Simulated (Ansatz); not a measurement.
# LaHfF5: the cost of one run

Program: Ansatz 0.2.0. Level of theory: DFT PBE, scalar-relativistic, plane waves, PAW. These are calculated values, not measurements.

## (1) The structure to begin with

Symmetry: P4/mmm, No. 123, tetragonal system. Conventional cell: a = 4.202 Å, b = 4.202 Å, c = 5.161 Å, α = 90.00°, β = 90.00°, γ = 90.00°. La (site symmetry 4/mmm) has 10 F at 2.51 to 2.58 Å as nearest neighbours. Hf (site symmetry 4/mmm) has 8 F at 2.42 Å as nearest neighbours. F (site symmetry 2mm) has 4 F at 2.41 to 2.75 Å and 2 Hf at 2.42 Å and 2 La at 2.51 Å as nearest neighbours. Around F (site symmetry 4/mmm) lie 8 F at 2.42 Å and 2 La at 2.58 Å.

Coordinates:

```cif
data_structure
_symmetry_space_group_name_H-M 'P 1'
_symmetry_Int_Tables_number 1
_cell_length_a 4.2021
_cell_length_b 4.2021
_cell_length_c 5.1612
_cell_angle_alpha 90.000
_cell_angle_beta 90.000
_cell_angle_gamma 90.000
_cell_volume 91.13
loop_
_atom_site_label
_atom_site_type_symbol
_atom_site_fract_x
_atom_site_fract_y
_atom_site_fract_z
_atom_site_occupancy
La1 La 0.00000 0.00000 0.50000 1
Hf1 Hf 0.50000 0.50000 0.00000 1
F1 F 0.00000 0.50000 0.23347 1
F2 F 0.00000 0.50000 0.76653 1
F3 F 0.50000 0.00000 0.23347 1
F4 F 0.50000 0.00000 0.76653 1
F5 F 0.00000 0.00000 0.00000 1
```

It is the end of an earlier relaxation with the same method, starting from a generated guess, and another structure or a mixture of phases may lie lower. At a tolerance of 0.05 Å it has space group P4/mmm (No. 123); it has 13.02 Å³/atom, an uncorrected energy of -3.04 eV/atom over the elements.

## (2) Static run: bands, density of states and charges

Input file input.yaml:

```yaml
crystal:
  lattice:
    - [4.2020869801, 0.0, 0.0]
    - [0.0, 4.2020869801, 0.0]
    - [0.0, 0.0, 5.1611645161]
  atoms:
    - { symbol: La, position: [0.0, 0.0, 0.5] }
    - { symbol: Hf, position: [0.5, 0.5, 0.0] }
    - { symbol: F, position: [0.0, 0.5, 0.2334733934] }
    - { symbol: F, position: [0.0, 0.5, 0.7665266066] }
    - { symbol: F, position: [0.5, 0.0, 0.2334733934] }
    - { symbol: F, position: [0.5, 0.0, 0.7665266066] }
    - { symbol: F, position: [0.0, 0.0, 0.0] }
basis:
  ecutwfc: 420
kpoints:
  mp_grid: { grid: [10, 10, 8] }
  band_path:
    path:
      - [[0.0, 0.0, 0.0], [0.0, 0.5, 0.0], [0.5, 0.5, 0.0], [0.0, 0.0, 0.0], [0.0, 0.0, 0.5], [0.0, 0.5, 0.5], [0.5, 0.5, 0.5], [0.0, 0.0, 0.5]]
      - [[0.0, 0.5, 0.0], [0.0, 0.5, 0.5]]
      - [[0.5, 0.5, 0.0], [0.5, 0.5, 0.5]]
    npoints: 14
hamiltonian:
  xc: pbe
scf:
  occupations: { method: gaussian, width: 0.1 }
  n_extra_bands: 17
output:
  forces: true
  stress: true
  eigenvalues: true
  populations: true
  dos: { projected: true, de: 0.02, nscf_kmesh: { grid: [12, 12, 10] } }
  bader: true
  write_density: true
  write_potential: true
  elf: true
  volumetric_format: npy
```

On the command line:

```sh
ansatz run input.yaml --threads 1 --pin off --max-ram 2560MiB --backend cpu --events-out ev --progress --plain --runs-dir out
```

Q: Estimate wall time and peak memory on 1 thread of Intel Xeon at 2.50GHz (Skylake/Cascade Lake), shared host.

About 3.8 min, with a peak of 0.81 GiB.
